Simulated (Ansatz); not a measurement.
**C₂H₉ClGeSi: up Jacob's ladder to CCSD(T)**

One table from this session's results is given with a row withheld; the runs are named, their logs left out.

Computed with Ansatz 0.2.0, Gaussian basis. Level: functionals in def2-TZVPP, the program's frozen cores in correlated methods.

Plan: LDA (SPW92), PBE-D4, revPBE-D4, BLYP-D4, r2SCAN-D4, B97M-V, PBE0-D4, B3LYP-D4, r2SCANh-D4, r2SCAN0-D4, HSE06-D4, BHLYP-D4, CAM-B3LYP-D4, LC-ωPBE, ωB97X-V, ωB97M-V, B2PLYP, PBE-QIDH; CCSD(T)/def2-SVP; MP2/def2-TZVPP; MP2/def2-QZVPP; RPA on PBE.

## The relaxed structure

All runs share one geometry, relaxed beforehand with PBE0-D4 in a triple-zeta def2 set.

14 atoms, charge 0, spin multiplicity 1.

Atoms are counted from 1 here; the program's logs count them from 0.

Bond lengths: C1–Si2 1.864 Å, C1–H6 1.094 Å, C1–H7 1.093 Å, C1–H8 1.092 Å, Si2–C3 1.864 Å, Si2–Cl4 2.078 Å, Si2–Ge5 2.382 Å, C3–H9 1.093 Å, C3–H10 1.092 Å, C3–H11 1.094 Å, Ge5–H12 1.542 Å, Ge5–H13 1.538 Å, Ge5–H14 1.538 Å. Angles: Si2–C1–H6 110.2°, Si2–C1–H7 110.4°, Si2–C1–H8 111.1°, H6–C1–H7 108.4°, H6–C1–H8 108.3°, H7–C1–H8 108.3°, C1–Si2–C3 111.5°, C1–Si2–Cl4 107.7°, C1–Si2–Ge5 111.5°, C3–Si2–Cl4 107.7°, C3–Si2–Ge5 111.5°, Cl4–Si2–Ge5 106.7°, Si2–C3–H9 110.4°, Si2–C3–H10 111.1°, Si2–C3–H11 110.2°, H9–C3–H10 108.3°, H9–C3–H11 108.4°, H10–C3–H11 108.3° and more.

The first run:

in.yaml reads:

```yaml
crystal:
  periodic: [false, false, false]
  atoms:
    - {symbol: C, position_ang: [-1.775685, 0.530905, 0.290462]}
    - {symbol: Si, position_ang: [-0.000356, 0.410889, -0.264979]}
    - {symbol: C, position_ang: [1.171121, 1.019213, 1.051204]}
    - {symbol: Cl, position_ang: [0.225636, 1.635370, -1.928565]}
    - {symbol: Ge, position_ang: [0.546350, -1.799476, -0.964006]}
    - {symbol: H, position_ang: [-1.942868, -0.105930, 1.163776]}
    - {symbol: H, position_ang: [-2.020772, 1.560715, 0.562753]}
    - {symbol: H, position_ang: [-2.457590, 0.213947, -0.500916]}
    - {symbol: H, position_ang: [0.934060, 2.050495, 1.325028]}
    - {symbol: H, position_ang: [2.205412, 0.985913, 0.703545]}
    - {symbol: H, position_ang: [1.089391, 0.396955, 1.946921]}
    - {symbol: H, position_ang: [0.435187, -2.786223, 0.215591]}
    - {symbol: H, position_ang: [1.986016, -1.864981, -1.501119]}
    - {symbol: H, position_ang: [-0.408902, -2.276992, -2.070896]}
basis:
  gaussian: {orbitals: def2-TZVPP}
hamiltonian: {xc: lda}
output: {orbitals: {seedname: orbitals}}
```

Run with:

```
> ansatz run in.yaml --threads 4 --pin off --events-out ev --progress --plain --max-ram 11315MiB
```

Steps of the session up to this table: LDA; PBE-D4 (GGA); revPBE-D4 (GGA); BLYP-D4 (GGA); r2SCAN-D4 (meta-GGA); B97M-V (meta-GGA); PBE0-D4 (hybrid); B3LYP-D4 (hybrid); r2SCANh-D4 (hybrid); r2SCAN0-D4 (hybrid); HSE06-D4 (hybrid); BHLYP-D4 (hybrid); CAM-B3LYP-D4 (range-separated); LC-ωPBE (range-separated); ωB97X-V (range-separated); ωB97M-V (range-separated); B2PLYP (double hybrid); PBE-QIDH (double hybrid).

One table of the session follows, with a row left open; its other results are not shown here.

It belongs to the step «Orbital energies across the functionals». 

| functional | HOMO (eV) | LUMO (eV) | gap (eV) |
| --- | --- | --- | --- |
| LDA (SPW92) | -6.65 | -0.78 | 5.87 |
| PBE-D4 | -6.55 | -0.58 | 5.97 |
| revPBE-D4 | -6.51 | -0.48 | 6.02 |
| BLYP-D4 | -6.43 | -0.42 | 6.01 |
| r2SCAN-D4 | -6.83 | -0.29 | 6.54 |
| B97M-V | -6.92 | -0.37 | 6.55 |
| PBE0-D4 | -7.69 | 0.27 | 7.96 |
| B3LYP-D4 | -7.50 | 0.09 | 7.59 |
| r2SCANh-D4 | -7.24 | 0.00 | 7.24 |
| r2SCAN0-D4 | -7.87 | 0.44 | 8.30 |
| HSE06-D4 | -7.30 | -0.10 | 7.20 |
| BHLYP-D4 | ? | ? | ? |
| CAM-B3LYP-D4 | -8.97 | 1.33 | 10.29 |
| LC-ωPBE | -10.25 | 2.47 | 12.71 |
| ωB97X-V | -9.93 | 2.32 | 12.25 |
| ωB97M-V | -9.73 | 2.04 | 11.77 |

Q: Estimate the row for BHLYP-D4 from the others.

Worked estimate for «HOMO (eV)». Against the share of exact exchange, BLYP-D4 (0, -6.43), B3LYP-D4 (0.2, -7.50) give a slope of -5.35 per unit share; at 0.5 the line stands at -9.10.

The run gave: HOMO (eV): -8.74; LUMO (eV): 1.18; gap (eV): 9.92. In «HOMO (eV)» the line misses by -0.36.
